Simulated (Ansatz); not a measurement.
# CH5GaO2Si: the cost of one run

Method: RKS PBE0-D4/def2-TZVP; program: Ansatz 0.2.0, Gaussian basis.

The runs, in order: relaxation at PBE0-D4/def2-TZVP; harmonic vibrations at the same level.

1 further run of the same task is left out (set aside as unsound or not needed). Runs told in other sessions of the task aren't counted.

## Step 1: Where the work starts

10 atoms, charge 0, spin multiplicity 1.

Atoms are counted from 1 here; the program's logs count them from 0.

Bond lengths: O1–Si2 1.655 Å, O1–H6 0.957 Å, Si2–C3 1.888 Å, Si2–H7 1.465 Å, Si2–H8 1.466 Å, C3–O4 1.271 Å, C3–Ga5 2.250 Å, C3–H9 1.102 Å, O4–Ga5 2.185 Å, Ga5–H10 1.698 Å. Angles: Si2–O1–H6 119.5°, O1–Si2–C3 100.1°, O1–Si2–H7 109.8°, O1–Si2–H8 107.3°, C3–Si2–H7 112.4°, C3–Si2–H8 113.7°, H7–Si2–H8 112.8°, Si2–C3–O4 121.8°, Si2–C3–Ga5 94.1°, Si2–C3–H9 118.3°, O4–C3–Ga5 70.5°, O4–C3–H9 117.5°, Ga5–C3–H9 121.0°, C3–O4–Ga5 76.2°, C3–Ga5–O4 33.3°, C3–Ga5–H10 95.2°, O4–Ga5–H10 63.7°.

As a file:

```mol
CH5GaO2Si
  3D, bonds by distance, orders not assigned

 10 10  0  0  0  0  0  0  0  0999 V2000
   -1.2141    0.9311    0.3601 O   0  0
   -0.1977   -0.0915    1.1726 Si  0  0
    0.8607   -0.7147   -0.2612 C   0  0
    0.3456   -1.0741   -1.3662 O   0  0
    0.4847    1.0993   -1.5381 Ga  0  0
   -2.0732    1.1345    0.7302 H   0  0
    0.5839    0.6643    2.1548 H   0  0
   -1.0272   -1.1317    1.7871 H   0  0
    1.8865   -1.0538   -0.0445 H   0  0
    0.3507    0.2365   -2.9948 H   0  0
  1  2  8  0
  2  3  8  0
  3  4  8  0
  4  5  8  0
  1  6  8  0
  2  7  8  0
  2  8  8  0
  3  9  8  0
  5 10  8  0
  3  5  8  0
M  END
```

The start is a GFN2-xTB geometry.

## Step 2: Relaxation at PBE0-D4/def2-TZVP

Contents of in.yaml:

```yaml
crystal:
  periodic: [false, false, false]
  atoms:
    - {symbol: O, position_ang: [-1.214090, 0.931130, 0.360070]}
    - {symbol: Si, position_ang: [-0.197680, -0.091450, 1.172640]}
    - {symbol: C, position_ang: [0.860680, -0.714740, -0.261170]}
    - {symbol: O, position_ang: [0.345620, -1.074080, -1.366240]}
    - {symbol: Ga, position_ang: [0.484670, 1.099330, -1.538140]}
    - {symbol: H, position_ang: [-2.073200, 1.134490, 0.730220]}
    - {symbol: H, position_ang: [0.583940, 0.664340, 2.154830]}
    - {symbol: H, position_ang: [-1.027230, -1.131730, 1.787070]}
    - {symbol: H, position_ang: [1.886540, -1.053780, -0.044510]}
    - {symbol: H, position_ang: [0.350740, 0.236480, -2.994780]}
basis:
  gaussian: {orbitals: def2-TZVP}
hamiltonian: {xc: pbe0, dispersion: d4}
relax: {f_tol: 0.005, max_steps: 150}
```

On the command line:

```bash
> ansatz run in.yaml --threads 4 --pin off --events-out ev --progress --plain --max-ram 10444MiB
```

What time and memory should one allow on 4 threads of AMD EPYC 9R05, shared host?

About 29 s, with a peak of 0.69 GiB.
